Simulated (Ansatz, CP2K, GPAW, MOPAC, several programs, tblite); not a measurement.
**SnTe (rocksalt) from semi-empirical methods to plane-wave DFT**

SnTe built on the rocksalt prototype, relaxed with r2SCAN in Ansatz, was computed with several methods. It is cubic, Fm-3m (No. 225); a = 6.379 Å in the conventional setting, 32.44 Å³ an atom. Around Sn lie 6 Te at 3.19 Å; around Te lie 6 Sn at 3.19 Å. No spin polarisation and no zero-point or thermal motion.

```xyz
2
Lattice="0.0000 3.1893 3.1893 3.1893 0.0000 3.1893 3.1893 3.1893 0.0000" Properties=species:S:1:pos:R:3 pbc="T T T"
Sn    0.0000    0.0000    0.0000
Te    3.1893    3.1893    3.1893
```

Gaps and times are for a single point on this cell; volume and bulk modulus come from each method's own relaxation or energy curve at fixed shape. Times are rough, from shared hosts (Intel Xeon Platinum 8259CL CPU @ 2.50GHz), and each method has its own mesh and cell size. A star marks a curve whose lowest point is an end point. PM6 (MOPAC), PM7 (MOPAC), GFN1-xTB (tblite), GFN2-xTB (tblite) treat a cluster of cells at its zone centre, which samples few k points: where these miss a band edge, the gap comes out too large for that reason alone. Gaps from k meshes are read at a limited set of points (mesh, symmetry points, PBE's band edges), so each method's own least gap may be somewhat smaller. xTB and the PM methods were fitted mostly to molecules, and can miss a solid's gap by electronvolts. Minimal bases can be far off for gaps. d marks a direct gap, i an indirect one (no mark: not told apart), a dash a value that wasn't computed or didn't pass its checks.

```tsv
method	kind	gap (eV)	own volume (Å³/atom)	bulk modulus (GPa)	atoms computed	processor time
light PBE (260 eV and a coarse mesh)	light plane-wave	0.02	–	–	2	1 s
PBE	semilocal	0.01	32.93	39	2	2.9 s
PM7 (MOPAC)	semi-empirical	4.25	–	–	64	3.2 s
PBE/single zeta (GPAW)	small basis	0.03 d	–	–	2	4.3 s
PM6 (MOPAC)	semi-empirical	2.69	–	–	64	4.8 s
GFN1-xTB (tblite)	tight binding	0.81	–	–	64	6.7 s
r2SCAN	semilocal	0.15 d	32.44	44	2	7 s
PBE/SZV (CP2K)	small basis	0.11 d	35.70*	42*	2	11 s
PBE/DZVP (CP2K)	small basis	0.04 d	33.45	40	2	25 s
GFN2-xTB (tblite)	tight binding	0.08	–	–	64	37 s
```

Against r2SCAN (0.15 eV) and with closed or daggered gaps left aside, the nearest gap at the points sampled is that of PBE/SZV (CP2K) (-0.04 eV) and the farthest that of PM7 (MOPAC) (+4.10 eV). r2SCAN is only a yardstick of convenience: semilocal gaps usually lie below measured ones, which GLLB-SC and hybrids aim to mend.

Volumes against r2SCAN's: PBE +1.5 %, PBE/DZVP (CP2K) +3.1 %.

With PBE the bands overlap or touch, or nearly. Semilocal functionals can close a real gap, so this doesn't show a metal; small gaps of other methods may in turn close between the points read or with spin-orbit coupling, and the solid may be a semimetal.

Spin-orbit coupling is left out, which matters wherever the heavy atoms make up the band edges.
